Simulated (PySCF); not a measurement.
# One shape, several levels: C2H5GeNO (SMILES C[O][GeH2][C]#N)

Aim: a comparison of 6 runs (HF/3-21G, HF/def2-SVP, PBE/STO-3G, B3LYP/6-31G*, PBE0/def2-SVP, PBE0/def2-SVPD) of C2H5GeNO. Input form: a Python script.

The calculation is run with PySCF 2.14.0.

## Step 1: The system as given

The species is C2H5GeNO (10 atoms), meant as a singlet with charge 0. SMILES: `C[O][GeH2][C]#N`. The coordinates come from a PBE0-D4/def2-TZVP relaxation. This is one conformer, not always the lowest.

Bond lengths: C1–O2 1.411 Å, O2–Ge3 1.765 Å, Ge3–C4 1.920 Å, C4–N5 1.151 Å, C1–H6 1.098 Å, C1–H7 1.097 Å, C1–H8 1.091 Å, Ge3–H9 1.534 Å, Ge3–H10 1.534 Å. Some angles: C1–O2–Ge3 118.0°, O2–Ge3–C4 103.5°, Ge3–C4–N5 177.7°, O2–C1–H6 112.1°, O2–C1–H7 112.1°, O2–C1–H8 107.6°, O2–Ge3–H9 111.1°, O2–Ge3–H10 111.1°, C4–Ge3–H9 108.8°, C4–Ge3–H10 108.8°.

## Step 2: Energy and forces at HF/3-21G (run 1)

Input file job.py:

```python
import pyscf.grad
from pyscf import gto

mol = gto.M(
    atom='''
C     -1.161300     1.208100     0.527700
O     -0.626600     0.312000    -0.422000
Ge     0.794500    -0.630400     0.035000
C      1.154900    -1.686600    -1.526900
N      1.407100    -2.338500    -2.441300
H     -0.441400     1.985800     0.813100
H     -1.498200     0.694000     1.436900
H     -2.025300     1.695000     0.072300
H      1.999000     0.280800     0.302900
H      0.480500    -1.571100     1.205200
''',
    basis='3-21g',
    charge=0,
    verbose=4,
    max_memory=1860,
)

mf = mol.RHF()
mf.conv_tol = 1e-10
mf.kernel()
if not mf.converged:
    mf = mf.newton().run(mf.mo_coeff, mf.mo_occ)

e_tot = mf.e_tot
print('Final energy', e_tot)
grad = mf.Gradients().kernel()
mf.analyze()
```

Run with:

```bash
$ OMP_NUM_THREADS=1 python job.py
```

Standard output:

```text
PySCF version 2.14.0

[... 92 lines left out ...]
MO #3   energy= -46.0257826537767  occ= 2
[... 12 lines left out ...]
MO #16  energy= -1.6258323424305   occ= 2
[... 12 lines left out ...]
MO #29  energy= -0.481255620836492 occ= 2
[... 12 lines left out ...]
MO #42  energy= 0.366979218893437  occ= 0
[... 12 lines left out ...]
MO #55  energy= 1.30057661307966   occ= 0
[... 12 lines left out ...]
MO #68  energy= 3.30669033607252   occ= 0
[... 81 lines left out ...]
Dipole moment(X, Y, Z, Debye): -0.15166,  2.31239,  4.50601
```

Wall time 5.1 s (1 thread of Intel Xeon at 2.70GHz, shared host); peak memory 0.14 GiB.

## Step 3: Energy and forces at HF/def2-SVP (run 2)

Input file run.py:

```python
# C[O][GeH2][C]#N
import pyscf.grad
from pyscf import gto, scf

mol = gto.M(
    atom='''
C       -1.161300       1.208100       0.527700
O       -0.626600       0.312000      -0.422000
Ge       0.794500      -0.630400       0.035000
C        1.154900      -1.686600      -1.526900
N        1.407100      -2.338500      -2.441300
H       -0.441400       1.985800       0.813100
H       -1.498200       0.694000       1.436900
H       -2.025300       1.695000       0.072300
H        1.999000       0.280800       0.302900
H        0.480500      -1.571100       1.205200
''',
    charge=0,
    verbose=4,
    basis='def2-svp',
    max_memory=1860,
)

mf = scf.RHF(mol)
mf.conv_tol = 1e-10
mf.kernel()
if not mf.converged:
    mf = mf.newton().run(mf.mo_coeff, mf.mo_occ)

etot = mf.e_tot
print('E = %.10f Eh' % etot)
grad = mf.Gradients().kernel()
dip = mf.dip_moment()
pop, q = mf.mulliken_pop()
```

Run with:

```bash
$ OMP_NUM_THREADS=1 python run.py
```

Standard output:

```text
PySCF version 2.14.0

[... 70 lines left out ...]
converged SCF energy = -2282.89750015733
[... 12 lines left out ...]
Dipole moment(X, Y, Z, Debye): -0.30920,  2.41587,  4.45197
[... 124 lines left out ...]
charge of    9H =     -0.11521
```

It took 17 s on 1 thread of Intel Xeon at 2.70GHz, shared host; peak memory 0.27 GiB.

## Step 4: Energy and gradient at PBE/STO-3G (run 3)

Input file input.py:

```python
import pyscf.grad
from pyscf import gto, dft

mol = gto.Mole()
mol.atom = '''
C     -1.161300     1.208100     0.527700
O     -0.626600     0.312000    -0.422000
Ge     0.794500    -0.630400     0.035000
C      1.154900    -1.686600    -1.526900
N      1.407100    -2.338500    -2.441300
H     -0.441400     1.985800     0.813100
H     -1.498200     0.694000     1.436900
H     -2.025300     1.695000     0.072300
H      1.999000     0.280800     0.302900
H      0.480500    -1.571100     1.205200
'''
mol.charge = 0
mol.verbose = 4
mol.max_memory = 1860
mol.basis = 'sto-3g'
mol.build()

calc0 = dft.RKS(mol)
calc0.xc = 'pbe'
calc0.conv_tol = 1e-10
calc0.grids.level = 5
calc0.kernel()
if not calc0.converged:
    calc0 = calc0.newton().run(calc0.mo_coeff, calc0.mo_occ)

e_final = calc0.e_tot
print(f'total energy: {e_final:.8f} hartree')
grad = calc0.Gradients().kernel()
calc0.analyze()
```

Run with:

```bash
$ OMP_NUM_THREADS=1 python input.py
```

Standard output:

```text
PySCF version 2.14.0

[... 101 lines left out ...]
Two-electron Energy =                 1230.971323834124632
[... 10 lines left out ...]
MO #7   energy= -13.7861316481611  occ= 2
[... 8 lines left out ...]
MO #16  energy= -0.588550968740794 occ= 2
[... 8 lines left out ...]
MO #25  energy= -0.207612819754366 occ= 2
[... 8 lines left out ...]
MO #34  energy= 0.104243682399943  occ= 0
[... 8 lines left out ...]
MO #43  energy= 0.857911178363333  occ= 0
[... 56 lines left out ...]
Dipole moment(X, Y, Z, Debye): -0.44120,  2.08811,  3.55207
```

Run time: 23 s. Hardware: 1 thread of Intel Xeon at 2.70GHz, shared host; peak memory 0.47 GiB.

Runs 4 to 5 aren't shown in full; the table further down has their settings and results.

## Step 5: Energy and gradient at PBE0/def2-SVPD (run 6)

Input file run.py:

```python
from pyscf import gto, dft

mol = gto.M(
    atom='''
C     -1.161300     1.208100     0.527700
O     -0.626600     0.312000    -0.422000
Ge     0.794500    -0.630400     0.035000
C      1.154900    -1.686600    -1.526900
N      1.407100    -2.338500    -2.441300
H     -0.441400     1.985800     0.813100
H     -1.498200     0.694000     1.436900
H     -2.025300     1.695000     0.072300
H      1.999000     0.280800     0.302900
H      0.480500    -1.571100     1.205200
''',
    verbose=4,
    spin=0,
    basis='def2-svpd',
    charge=0,
    max_memory=1860,
)

mf = dft.RKS(mol)
mf.xc = 'pbe0'
mf.conv_tol = 1e-10
mf.grids.level = 5
mf.kernel()
if not mf.converged:
    mf = mf.newton().run(mf.mo_coeff, mf.mo_occ)

e_tot = mf.e_tot
print(f'total energy: {e_tot:.8f} hartree')
grad = mf.nuc_grad_method().kernel()
dip = mf.dip_moment()
pop, q = mf.mulliken_pop()
```

Run with:

```bash
$ OMP_NUM_THREADS=1 python run.py
```

Standard output:

```text
PySCF version 2.14.0

[... 79 lines left out ...]
converged SCF energy = -2285.27083610405
total energy: -2285.27083610 hartree
[... 12 lines left out ...]
Dipole moment(X, Y, Z, Debye): -0.40505,  2.33254,  4.11744
[... 172 lines left out ...]
charge of    9H =      0.02170
```

Wall time 1.7 min (1 thread of Intel Xeon at 2.70GHz, shared host); peak memory 2 GiB.

## Step 6: The series

```tsv
run	level	integration grid	Cartesian functions	energy (Eh)	dipole moment (D)	HOMO energy (eV)	LUMO energy (eV)	wall time
1	HF/3-21G	–	no	-2272.164503	5.07	-12.01	3.13	5.1 s
2	HF/def2-SVP	–	no	-2282.897500	5.07	-12.38	2.79	17 s
3	PBE/STO-3G	5	no	-2258.899269	4.14	-2.62	2.32	23 s
4	B3LYP/6-31G* (Cartesian functions)	5	yes	-2285.942535	4.67	-7.94	-0.87	71 s
5	PBE0/def2-SVP	5	no	-2285.255812	4.65	-8.34	-0.72	68 s
6	PBE0/def2-SVPD	5	no	-2285.270836	4.75	-8.51	-0.99	1.7 min
```

## Step 7: Outcome

| quantity | value |
| --- | --- |
| run 6: total energy | -2285.27084 Eh |
| run 6: dipole moment | 4.75 D |
| run 6: HOMO energy | -8.51 eV |
| run 6: LUMO energy | -0.99 eV |
| run 6: HOMO–LUMO gap | 7.52 eV |
| run 6: largest force on an atom | 0.899 eV/Å |

The dipole moment (its size) runs from 4.14 D (PBE/STO-3G) to 5.07 D (HF/def2-SVP). The two ends differ in method and basis. The HOMO–LUMO gap runs from 4.94 eV (PBE/STO-3G) to 15.17 eV (HF/def2-SVP). Totals of different functionals can't be ranked against each other. In run 3 the basis is minimal, so the values are rough. All runs together took 4.8 min, the longest 1.7 min.
